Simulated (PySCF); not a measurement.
# trimethylsilane (C₃H₁₀Si): core binding energies at several levels of theory, part 2 of 2

PySCF 2.14.0. Atoms count from 0. Earlier steps stand in the parts before.

**8. X-ray photoelectron lines: SCAN, X2C**

The job: settings as JSON, then the geometry in Å.

```
{"job": {"kind": "xps", "basis": "pcX-1"}, "charge": 0, "multiplicity": 1}
C     -0.332812     1.679341    -0.505968
Si    -0.081272     0.093360     0.475861
C     -1.301058    -1.221871    -0.094221
C      1.685675    -0.523332     0.272723
H     -1.355248     2.068891    -0.381198
H     -0.166661     1.503919    -1.581130
H      0.368952     2.463194    -0.180268
H     -0.328256     0.381441     1.928504
H     -1.178818    -2.155432     0.476908
H     -1.153852    -1.456204    -1.160856
H     -2.340255    -0.880923     0.035479
H      1.903530    -0.743637    -0.784804
H      2.412767     0.228492     0.617388
H      1.854319    -1.445296     0.851154
```

Level: delta-SCF UKS SCAN, pcX-1 on the ionised atom, pcseg-1 elsewhere, spin-free X2C.

The program printed:

```text
ground state, core basis on atom 0 (C), 120 functions
  cycle   1  E = -410.23908237  |g| = 6.29e-01
  cycle   2  E = -410.16561862  |g| = 7.96e-01
  cycle   3  E = -410.34454322  |g| = 3.65e-02
  cycle   4  E = -410.34492457  |g| = 1.59e-02
  cycle   5  E = -410.34499842  |g| = 5.07e-03
  cycle   6  E = -410.34500475  |g| = 2.51e-03
  cycle   7  E = -410.34500476  |g| = 2.48e-04
  E(ground) = -410.38171211 Eh
hole in C 1s of atom 0
  cycle   1  E = -399.12636237  |g| = 1.50e+00
  cycle   2  E = -398.61620695  |g| = 1.68e+00
  cycle   3  E = -399.65218815  |g| = 3.05e-01
  cycle   4  E = -399.68662502  |g| = 7.88e-02
  cycle   5  E = -399.68942928  |g| = 3.47e-02
  cycle   6  E = -399.69009164  |g| = 4.65e-03
  cycle   7  E = -399.69010720  |g| = 1.98e-03
  cycle   8  E = -399.69011093  |g| = 7.32e-04
  cycle   9  E = -399.69011223  |g| = 3.11e-04
  E(ion) = -399.72552646 Eh   <S^2> = 0.7668   hole on atom = 1.000   binding energy = 289.970 eV
ground state, core basis on atom 1 (Si), 132 functions
  cycle   1  E = -410.44270783  |g| = 1.83e-01
  cycle   2  E = -410.44249571  |g| = 5.31e-02
  cycle   3  E = -410.44240074  |g| = 5.13e-02
  cycle   4  E = -410.44312763  |g| = 6.20e-03
  cycle   5  E = -410.44313319  |g| = 8.93e-04
  cycle   6  E = -410.44313288  |g| = 1.24e-04
  E(ground) = -410.43778595 Eh
hole in Si 1s of atom 1
  cycle   1  E = -341.53865762  |g| = 4.35e+00
  cycle   2  E = -341.76302643  |g| = 2.06e+00
  cycle   3  E = -342.33530233  |g| = 6.65e-01
  cycle   4  E = -342.57447263  |g| = 2.00e-01
  cycle   5  E = -342.59771729  |g| = 3.43e-02
  cycle   6  E = -342.59802463  |g| = 2.28e-02
  cycle   7  E = -342.59831505  |g| = 2.57e-03
  cycle   8  E = -342.59831819  |g| = 6.75e-04
  cycle   9  E = -342.59831932  |g| = 1.81e-04
  E(ion) = -342.60179513 Eh   <S^2> = 0.7521   hole on atom = 1.000   binding energy = 1845.911 eV
hole in Si 2p of atom 1
  cycle   1  E = -406.19527953  |g| = 1.24e+00
  cycle   2  E = -406.10649249  |g| = 1.07e+00
  cycle   3  E = -406.49286203  |g| = 2.08e-01
  cycle   4  E = -406.51843287  |g| = 5.41e-02
  cycle   5  E = -406.51983931  |g| = 2.09e-02
  cycle   6  E = -406.52008240  |g| = 3.29e-03
  cycle   7  E = -406.52008909  |g| = 7.29e-04
  cycle   8  E = -406.52008974  |g| = 2.32e-04
  E(ion) = -406.52619779 Eh   <S^2> = 0.7521   hole on atom = 1.002   binding energy = 106.440 eV
  2p3/2 = 106.226 eV   2p1/2 = 106.846 eV
```

Wall time 25 s (1 thread of Arm Neoverse N1, shared host); peak memory 0.51 GiB.

Binding energies by hole, beside the orbital energy of the ground state; the difference holds orbital relaxation and, for a density functional, its self-interaction error:

```
       hole  stands for                 environment  ΔSCF (eV; 2p as the shell's mean)  −ε (eV)   ⟨S²⟩
  C1s on C0  C0, C2, C3  methyl carbon bonded to Si                             289.97    272.9  0.767
Si1s on Si1         Si1    silicon bonded to 3 C, H                            1845.91   1792.8  0.752
Si2p on Si1         Si1    silicon bonded to 3 C, H                             106.43     95.7  0.752
```

Each hole run stands for the others of its class of like atoms.

With the spin-orbit splitting: Si1 2p3/2 106.23, 2p1/2 106.85 eV. The table gives each 2p level as the mean over the whole 2p shell (two parts 2p3/2, one part 2p1/2), which differs a little from the single hole in the log.

**9. X-ray photoelectron lines: SCAN, X2C**

Same as in step 8 but for these lines:

```diff
@@ -1,2 +1,2 @@
-{"job": {"kind": "xps", "basis": "pcX-1"}, "charge": 0, "multiplicity": 1}
+{"job": {"kind": "xps", "basis": "def2-TZVP"}, "charge": 0, "multiplicity": 1}
 C     -0.332812     1.679341    -0.505968
```

Level: delta-SCF UKS SCAN, def2-TZVP on the ionised atom, pcseg-1 elsewhere, spin-free X2C.

The program printed:

```text
ground state, core basis on atom 0 (C), 127 functions
  cycle   1  E = -410.25438198  |g| = 6.37e-01
  cycle   2  E = -410.17670804  |g| = 8.10e-01
  cycle   3  E = -410.36268840  |g| = 3.95e-02
  cycle   4  E = -410.36314075  |g| = 1.82e-02
  cycle   5  E = -410.36323485  |g| = 5.65e-03
  cycle   6  E = -410.36324164  |g| = 2.64e-03
  cycle   7  E = -410.36324406  |g| = 2.90e-04
  E(ground) = -410.40026578 Eh
hole in C 1s of atom 0
  cycle   1  E = -399.14271341  |g| = 1.46e+00
  cycle   2  E = -398.66845073  |g| = 1.54e+00
  cycle   3  E = -399.63844329  |g| = 3.45e-01
  cycle   4  E = -399.68895358  |g| = 8.20e-02
  cycle   5  E = -399.69240899  |g| = 2.78e-02
  cycle   6  E = -399.69283584  |g| = 5.06e-03
  cycle   7  E = -399.69285418  |g| = 1.97e-03
  cycle   8  E = -399.69285828  |g| = 7.37e-04
  cycle   9  E = -399.69285882  |g| = 3.12e-04
  E(ion) = -399.72837062 Eh   <S^2> = 0.7657   hole on atom = 1.000   binding energy = 290.397 eV
ground state, core basis on atom 1 (Si), 129 functions
  cycle   1  E = -410.39348786  |g| = 4.46e-02
  cycle   2  E = -410.39341456  |g| = 3.98e-02
  cycle   3  E = -410.39374272  |g| = 7.58e-03
  cycle   4  E = -410.39375867  |g| = 1.37e-03
  cycle   5  E = -410.39375908  |g| = 5.79e-04
  cycle   6  E = -410.39375954  |g| = 9.08e-05
  E(ground) = -410.38964310 Eh
hole in Si 1s of atom 1
  cycle   1  E = -341.47222973  |g| = 2.95e+00
  cycle   2  E = -341.61648757  |g| = 1.67e+00
  cycle   3  E = -342.19577954  |g| = 5.69e-01
  cycle   4  E = -342.40421170  |g| = 1.16e-01
  cycle   5  E = -342.41184089  |g| = 2.55e-02
  cycle   6  E = -342.41216673  |g| = 9.69e-03
  cycle   7  E = -342.41222015  |g| = 1.54e-03
  cycle   8  E = -342.41222026  |g| = 5.61e-04
  cycle   9  E = -342.41222037  |g| = 2.21e-04
  E(ion) = -342.41651179 Eh   <S^2> = 0.7520   hole on atom = 1.000   binding energy = 1849.643 eV
hole in Si 2p of atom 1
  cycle   1  E = -406.14695836  |g| = 1.19e+00
  cycle   2  E = -406.02796802  |g| = 1.02e+00
  cycle   3  E = -406.43008328  |g| = 2.43e-01
  cycle   4  E = -406.46720736  |g| = 4.39e-02
  cycle   5  E = -406.46803250  |g| = 2.11e-02
  cycle   6  E = -406.46828748  |g| = 2.56e-03
  cycle   7  E = -406.46829062  |g| = 8.61e-04
  cycle   8  E = -406.46829186  |g| = 2.68e-04
  E(ion) = -406.47645699 Eh   <S^2> = 0.7520   hole on atom = 1.003   binding energy = 106.483 eV
  2p3/2 = 106.268 eV   2p1/2 = 106.879 eV
```

Wall time 28 s (1 thread of Arm Neoverse N1, shared host); peak memory 0.51 GiB.

The holes in one table. −ε is the ground-state orbital energy:

```
       hole  stands for                 environment  ΔSCF (eV; 2p as the shell's mean)  −ε (eV)   ⟨S²⟩
  C1s on C0  C0, C2, C3  methyl carbon bonded to Si                             290.40    272.9  0.766
Si1s on Si1         Si1    silicon bonded to 3 C, H                            1849.64   1793.7  0.752
Si2p on Si1         Si1    silicon bonded to 3 C, H                             106.47     95.6  0.752
```

Each hole run stands for the others of its class of like atoms.

With the spin-orbit splitting: Si1 2p3/2 106.27, 2p1/2 106.88 eV. The table gives each 2p level as the mean over the whole 2p shell (two parts 2p3/2, one part 2p1/2), which differs a little from the single hole in the log.

**10. Core holes by ΔSCF: SCAN, non-relativistic**

Same as in step 9 but for these lines:

```diff
@@ -1,2 +1,2 @@
-{"job": {"kind": "xps", "basis": "def2-TZVP"}, "charge": 0, "multiplicity": 1}
+{"job": {"kind": "xps", "x2c": false}, "charge": 0, "multiplicity": 1}
 C     -0.332812     1.679341    -0.505968
```

Method: delta-SCF UKS SCAN, pcX-2 on the ionised atom, pcseg-1 elsewhere, non-relativistic.

The program printed:

```text
ground state, core basis on atom 0 (C), 141 functions
  cycle   1  E = -409.66134166  |g| = 6.40e-01
  cycle   2  E = -409.58439263  |g| = 8.11e-01
  cycle   3  E = -409.76947003  |g| = 4.11e-02
  cycle   4  E = -409.76991084  |g| = 1.99e-02
  cycle   5  E = -409.77001958  |g| = 6.23e-03
  cycle   6  E = -409.77002628  |g| = 2.85e-03
  cycle   7  E = -409.77002969  |g| = 2.82e-04
  E(ground) = -409.80678902 Eh
hole in C 1s of atom 0
  cycle   1  E = -398.55234589  |g| = 1.50e+00
  cycle   2  E = -398.02984122  |g| = 1.71e+00
  cycle   3  E = -399.08269527  |g| = 2.98e-01
  cycle   4  E = -399.11506751  |g| = 8.50e-02
  cycle   5  E = -399.11822791  |g| = 3.39e-02
  cycle   6  E = -399.11880491  |g| = 6.16e-03
  cycle   7  E = -399.11882741  |g| = 2.57e-03
  cycle   8  E = -399.11883352  |g| = 8.13e-04
  cycle   9  E = -399.11883340  |g| = 3.90e-04
  E(ion) = -399.15434225 Eh   <S^2> = 0.7671   hole on atom = 1.000   binding energy = 289.868 eV
ground state, core basis on atom 1 (Si), 152 functions
  cycle   1  E = -409.81008814  |g| = 2.77e-02
  cycle   2  E = -409.81005181  |g| = 2.23e-02
  cycle   3  E = -409.81017105  |g| = 7.27e-03
  cycle   4  E = -409.81018698  |g| = 1.74e-03
  cycle   5  E = -409.81018739  |g| = 2.25e-04
  E(ground) = -409.80657953 Eh
hole in Si 1s of atom 1
  cycle   1  E = -341.07480945  |g| = 4.32e+00
  cycle   2  E = -341.24289890  |g| = 2.10e+00
  cycle   3  E = -341.83678033  |g| = 7.02e-01
  cycle   4  E = -342.10437105  |g| = 2.15e-01
  cycle   5  E = -342.12981287  |g| = 3.48e-02
  cycle   6  E = -342.12999842  |g| = 2.54e-02
  cycle   7  E = -342.13035416  |g| = 4.08e-03
  cycle   8  E = -342.13036204  |g| = 8.77e-04
  cycle   9  E = -342.13036233  |g| = 2.17e-04
  E(ion) = -342.13397342 Eh   <S^2> = 0.7522   hole on atom = 1.000   binding energy = 1841.465 eV
hole in Si 2p of atom 1
  cycle   1  E = -405.56572651  |g| = 1.24e+00
  cycle   2  E = -405.44623344  |g| = 1.10e+00
  cycle   3  E = -405.86120790  |g| = 2.27e-01
  cycle   4  E = -405.89108309  |g| = 5.67e-02
  cycle   5  E = -405.89254540  |g| = 2.24e-02
  cycle   6  E = -405.89281310  |g| = 5.55e-03
  cycle   7  E = -405.89282860  |g| = 9.96e-04
  cycle   8  E = -405.89282893  |g| = 2.70e-04
  E(ion) = -405.90039261 Eh   <S^2> = 0.7521   hole on atom = 1.002   binding energy = 106.293 eV
  2p3/2 = 106.076 eV   2p1/2 = 106.692 eV
```

Run time: 30 s. Hardware: 1 thread of Arm Neoverse N1, shared host; peak memory 0.51 GiB.

The holes in one table. −ε is the ground-state orbital energy:

```
       hole  stands for                 environment  ΔSCF (eV; 2p as the shell's mean)  −ε (eV)   ⟨S²⟩
  C1s on C0  C0, C2, C3  methyl carbon bonded to Si                             289.87    272.9  0.767
Si1s on Si1         Si1    silicon bonded to 3 C, H                            1841.47   1788.6  0.752
Si2p on Si1         Si1    silicon bonded to 3 C, H                             106.28     95.6  0.752
```

Each hole run stands for the others of its class of like atoms.

With the spin-orbit splitting: Si1 2p3/2 106.08, 2p1/2 106.69 eV. The table gives each 2p level as the mean over the whole 2p shell (two parts 2p3/2, one part 2p1/2), which differs a little from the single hole in the log.

**11. Results**

The summary covers parts 1 to 2.

| quantity | value |
| --- | --- |
| point group | C3v |
| rotational constants (main isotopes) | 5.28, 5.27, 3.12 GHz |
| C1s binding energies, SCAN/pcX-2 | C0 289.97 eV |
| Si1s binding energies, SCAN/pcX-2 | Si1 1845.81 eV |
| Si2p binding energies, SCAN/pcX-2 | Si1 106.24 eV |
| C1s binding energies, B3LYP/pcX-2 | C0 290.05 eV |
| Si1s binding energies, B3LYP/pcX-2 | Si1 1844.51 eV |
| Si2p binding energies, B3LYP/pcX-2 | Si1 106.25 eV |
| C1s binding energies, PBE0/pcX-2 | C0 289.50 eV |
| Si1s binding energies, PBE0/pcX-2 | Si1 1843.65 eV |
| Si2p binding energies, PBE0/pcX-2 | Si1 105.89 eV |
| C1s binding energies, PBE/pcX-2 | C0 289.15 eV |
| Si1s binding energies, PBE/pcX-2 | Si1 1842.53 eV |
| Si2p binding energies, PBE/pcX-2 | Si1 105.58 eV |
| C1s binding energies, HF/pcX-2 | C0 289.79 eV |
| Si1s binding energies, HF/pcX-2 | Si1 1846.64 eV |
| Si2p binding energies, HF/pcX-2 | Si1 105.64 eV |
| C1s binding energies, SCAN/pcX-1 | C0 289.97 eV |
| Si1s binding energies, SCAN/pcX-1 | Si1 1845.91 eV |
| Si2p binding energies, SCAN/pcX-1 | Si1 106.43 eV |
| C1s binding energies, SCAN/def2-TZVP | C0 290.40 eV |
| Si1s binding energies, SCAN/def2-TZVP | Si1 1849.64 eV |
| Si2p binding energies, SCAN/def2-TZVP | Si1 106.47 eV |
| C1s binding energies, SCAN/pcX-2, non-relativistic | C0 289.87 eV |
| Si1s binding energies, SCAN/pcX-2, non-relativistic | Si1 1841.47 eV |
| Si2p binding energies, SCAN/pcX-2, non-relativistic | Si1 106.28 eV |

In words: Single values in the summary come from the first run of each kind that ended normally (SCAN/pcX-2), which need not be the best level. Over 10 steps the energy fell by 0.186 eV; of the close pairs, C3–H12 changed most, 1.041 to 1.101 Å. No frequency check was run at this level, so the end point may be a saddle.
